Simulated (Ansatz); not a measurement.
# AlGaPH+ (doublet): the correlation ladder, cc-pVDZ

The task here is to estimate one member of a computed series from the others.

The runs use Ansatz 0.2.0, Gaussian basis; cc-pVDZ, core rule «outside noble gas», up to 24 orbitals frozen.

To be run: UHF; CCSD(T) on ROHF; CCSD(T) on UHF; BCCD(T) on ROHF; CISD as a restricted active space (open shells left free, so some higher excitations enter); CCSDT(Q) on ROHF; CCSDT(Q) on UHF; CASSCF and MRCISD+Q, 9 electrons in 9 orbitals; CASSCF and NEVPT2, 9 electrons in 9 orbitals.

19 further runs of the same task are left out: 3 for a known fault of the program, 7 that didn't finish, 9 set aside as unsound or not needed. Runs told in other sessions of the task aren't counted.

## The geometry

The geometry is a PBE0/def2-TZVP stationary point (not a proven minimum) of the parent state, kept for this charge and spin. No spin-orbit coupling is included. The filled d shell of Ga may be among the frozen orbitals whatever the setting's name suggests.

4 atoms, charge 1, spin multiplicity 2.

Atoms are counted from 1 here; the program's logs count them from 0.

Bond lengths: Al1–P3 2.352 Å, Ga2–P3 2.097 Å, Ga2–H4 1.548 Å. Angles: P3–Ga2–H4 177.0°, Al1–P3–Ga2 94.3°.

The first run:

in.yaml reads:

```yaml
crystal:
  periodic: [false, false, false]
  atoms:
    - {symbol: Al, position_ang: [0.000000, 0.670524, -2.164434]}
    - {symbol: Ga, position_ang: [0.000000, 0.203913, 1.066985]}
    - {symbol: P, position_ang: [0.000000, -1.078452, -0.592463]}
    - {symbol: H, position_ang: [0.000000, 1.085912, 2.338594]}
basis:
  gaussian: {orbitals: cc-pVDZ}
total_charge: 1
magnetization: {spin_polarized: true, initial_magnetization: 1}
hamiltonian: {xc: hf}
output: {orbitals: {seedname: orbitals}}
```

On the command line:

```
> ansatz run in.yaml --threads 1 --pin off --events-out ev --progress --plain --max-ram 2393MiB
```

Steps of the session up to this table: UHF; CCSD(T) on ROHF; CCSD(T) on UHF; BCCD(T) on ROHF; CISD as a restricted active space (open shells left free, so some higher excitations enter); CCSDT(Q) on ROHF; CCSDT(Q) on UHF; CASSCF and MRCISD+Q, 9 electrons in 9 orbitals; CASSCF and NEVPT2, 9 electrons in 9 orbitals.

One of the session's tables, all rows but one given; the rest of the session is left out.

It belongs to the step «Misses and costs». 

```
           method  from UCCSDT(Q) (meV)
             ROHF               +6551.7
              UHF               +6386.1
             RMP2               +1142.3
             UMP2               +1199.3
            RCCSD                +393.1
            UCCSD                +375.9
         RCCSD(T)                 +66.3
         UCCSD(T)                 +69.5
          BCCD(T)                 +67.5
           RCCSDT                 +32.6
           UCCSDT                 +29.8
        RCCSDT(Q)                  +4.0
        UCCSDT(Q)                     0
  CASSCF frontier               +4454.3
  NEVPT2 frontier               +1243.3
  MRCISD frontier                +507.1
MRCISD+Q frontier                     ?
```

Q: Estimate the row for MRCISD+Q frontier from the others.

**Answer.** from UCCSDT(Q) (meV): +96.5. In the column «from UCCSDT(Q) (meV)» it lies between UCCSD(T) (+69.5) and UCCSD (+375.9).

Not comparable, so not listed: CISD as a restricted active space (open shells left free, so some higher excitations enter) (they don't share determinant, frozen orbitals or solution with the rows shown, or repeat one).

Caveats from the session: Restricted and unrestricted rows rest on different reference determinants; a gap between their highest levels can come from leftover correlation error, from unlike frozen cores or from another state.
